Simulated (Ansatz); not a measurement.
Here is an Ansatz input file for C₃H₆AlB, SMILES CC#C[BH][AlH2]. Write the same calculation for the Python package.

```yaml
crystal:
  periodic: [false, false, false]
  atoms:
    - { symbol: C, position_ang: [-1.0511, -2.4186, 0.4343] }
    - { symbol: C, position_ang: [-0.4388, -1.0742, 0.4707] }
    - { symbol: C, position_ang: [0.0795, 0.0033, 0.4975] }
    - { symbol: B, position_ang: [0.8823, 1.3776, 0.5565] }
    - { symbol: Al, position_ang: [0.9871, 2.485, -1.179] }
    - { symbol: H, position_ang: [-0.4368, -3.0927, -0.0801] }
    - { symbol: H, position_ang: [-2.0213, -2.2815, -0.1419] }
    - { symbol: H, position_ang: [-1.2795, -2.6996, 1.448] }
    - { symbol: H, position_ang: [1.2459, 1.7904, 1.6228] }
    - { symbol: H, position_ang: [1.7116, 3.9159, -1.091] }
    - { symbol: H, position_ang: [0.3865, 1.9375, -2.5172] }
basis:
  gaussian: { orbitals: def2-SVP }
hamiltonian:
  xc: pbe0
output:
  forces: true
```

On the command line:
```console
$ ansatz run input.yaml --threads 1 --pin off --max-ram 4096MiB --backend cpu --events-out ev --progress --plain --runs-dir out
Engine: ansatz 0.2.0, x86_64-unknown-linux-gnu
Functional definition: PBE0
  parameter a = 0.25
  parameter kappa = 0.804
  parameter beta = 0.06672455060314922
  exchange = (1 - a)*pbe_x(kappa = kappa, mu = beta*pi^2/3) + a*exact_x
  correlation = pbe_c(beta = beta)
1051 factors; integrals over basis functions are off by at most 1.2e-3 eV
mean field evaluation 1: about -10460.5958 eV, gradient 4.1e1 eV
mean field evaluation 2: about -10459.3957 eV, gradient 4.5e1 eV
mean field evaluation 4: about -10465.4069 eV, gradient 5.1e0 eV
mean field evaluation 8: about -10465.6738 eV, gradient 7.6e-1 eV
mean field evaluation 16: about -10465.6757 eV, gradient 5.1e-5 eV
mean field -10465.67568879 eV, -384.6064876731 hartree, gradient 5.0e-5 eV, S^2 0.000000; 0 other end points of the search recorded, 0 dependent functions left out
the calculation of the forces begins
reference -10465.67572464 eV, -384.6064889907 hartree; 21, 21 occupied and 83, 83 virtual orbitals, 1051 factors
Total energy: -10465.67572464 eV, -384.6064889907 hartree
Atom 0 at    -1.051100    -2.418600     0.434300 Å, force    -1.863158     3.326355    -0.257483 eV/Å
Atom 1 at    -0.438800    -1.074200     0.470700 Å, force    -1.389813    -3.664646    -0.281515 eV/Å
Atom 2 at     0.079500     0.003300     0.497500 Å, force     2.762452     4.753248     0.561413 eV/Å
Atom 3 at     0.882300     1.377600     0.556500 Å, force    -1.689053    -2.341058     0.322603 eV/Å
Atom 4 at     0.987100     2.485000    -1.179000 Å, force     0.473613     0.694262    -0.342714 eV/Å
Atom 5 at    -0.436800    -3.092700    -0.080100 Å, force     1.153028    -1.445080    -0.837301 eV/Å
Atom 6 at    -2.021300    -2.281500    -0.141900 Å, force     0.812847    -0.499842     0.540059 eV/Å
Atom 7 at    -1.279500    -2.699600     1.448000 Å, force    -0.156084    -0.674909     0.636538 eV/Å
Atom 8 at     1.245900     1.790400     1.622800 Å, force     0.142092    -0.126023     0.309668 eV/Å
Atom 9 at     1.711600     3.915900    -1.091000 Å, force    -0.101015    -0.008684    -0.222197 eV/Å
Atom 10 at     0.386500     1.937500    -2.517200 Å, force    -0.144910    -0.013622    -0.429071 eV/Å
Dipole moment:    -0.190944    -0.456755     0.064877 e Å
```

Script `c3h6alb.py`:
```python
# -*- coding: utf-8 -*-
'''Electronic structure of the C3H6AlB molecule.'''

import ansatz as az
import numpy as np

BASIS_SET = 'def2-SVP'
XC = 'pbe0'

geometry_ang = [
    ('C', (-1.0511, -2.4186, 0.4343)),
    ('C', (-0.4388, -1.0742, 0.4707)),
    ('C', (0.0795, 0.0033, 0.4975)),
    ('B', (0.8823, 1.3776, 0.5565)),
    ('Al', (0.9871, 2.485, -1.179)),
    ('H', (-0.4368, -3.0927, -0.0801)),
    ('H', (-2.0213, -2.2815, -0.1419)),
    ('H', (-1.2795, -2.6996, 1.448)),
    ('H', (1.2459, 1.7904, 1.6228)),
    ('H', (1.7116, 3.9159, -1.091)),
    ('H', (0.3865, 1.9375, -2.5172)),
]
c3h6alb = az.Crystal.molecule()
for symbol, xyz in geometry_ang:
    c3h6alb = c3h6alb.atom(symbol, xyz)

calc = c3h6alb.calculation()
calc = calc.basis(gaussian=BASIS_SET).functional(XC)
calc = calc.forces()
report = calc.session().plan(threads=1).execute().report

for key in ('converged', 'free_energy_ev', 'reference_energy_ev', 'n_frozen', 'n_occupied', 'n_virtual'):
    print(f'{key:22s} {report[key]}')

field = report['mean_field']
print('<S^2> =', round(abs(field['state']['spin_squared']), 4), ' all-electron relativity setting:', field['relativity'])
print('passes:', field['passes'])
if 'symmetry' in field:
    print('occupied orbitals by irrep:', field['symmetry']['occupied'])

symbols = [site.symbol for site in c3h6alb.cartesian_sites]
forces = np.array(report['forces_ev_ang'])
print('largest force', round(float(np.linalg.norm(forces, axis=1).max()), 4), 'eV/A, rms', round(float(np.sqrt((forces ** 2).mean())), 4))

charges = report['charge_distribution']
print('dipole moment', round(4.803205 * float(np.linalg.norm(charges['dipole_moment_e_ang'])), 3), 'D')
print('Mulliken:', [(s, round(q, 3)) for s, q in zip(symbols, charges['mulliken_charges_e'])])
```

`python c3h6alb.py` gives:
```text
converged              True
free_energy_ev         -10465.675724640125
reference_energy_ev    -10465.675724640125
n_frozen               0
n_occupied             [21, 21]
n_virtual              [83, 83]
<S^2> = 0.0  all-electron relativity setting: none
passes: {'evaluations': 15, 'products': 13}
occupied orbitals by irrep: [{'A': 21}, {'A': 21}]
largest force 5.5263 eV/A, rms 1.522
dipole moment 2.398 D
Mulliken: [('C', 0.057), ('C', 0.096), ('C', -0.395), ('B', -0.176), ('Al', 0.516), ('H', 0.071), ('H', 0.085), ('H', 0.075), ('H', 0.01), ('H', -0.176), ('H', -0.164)]
```

Notes:
- Total energies depend on the basis set; only differences at equal settings carry meaning.
- The geometry is a force-field or estimated start, not a minimum of this method, and the basis set is short of its limit.
- Timing: 4.6 s on 1 thread of AMD EPYC 7B13 (Zen 3), with other jobs on the host, peak memory 0.27 GiB.

(Lines on the test bed's own set-up are left out of the output.)
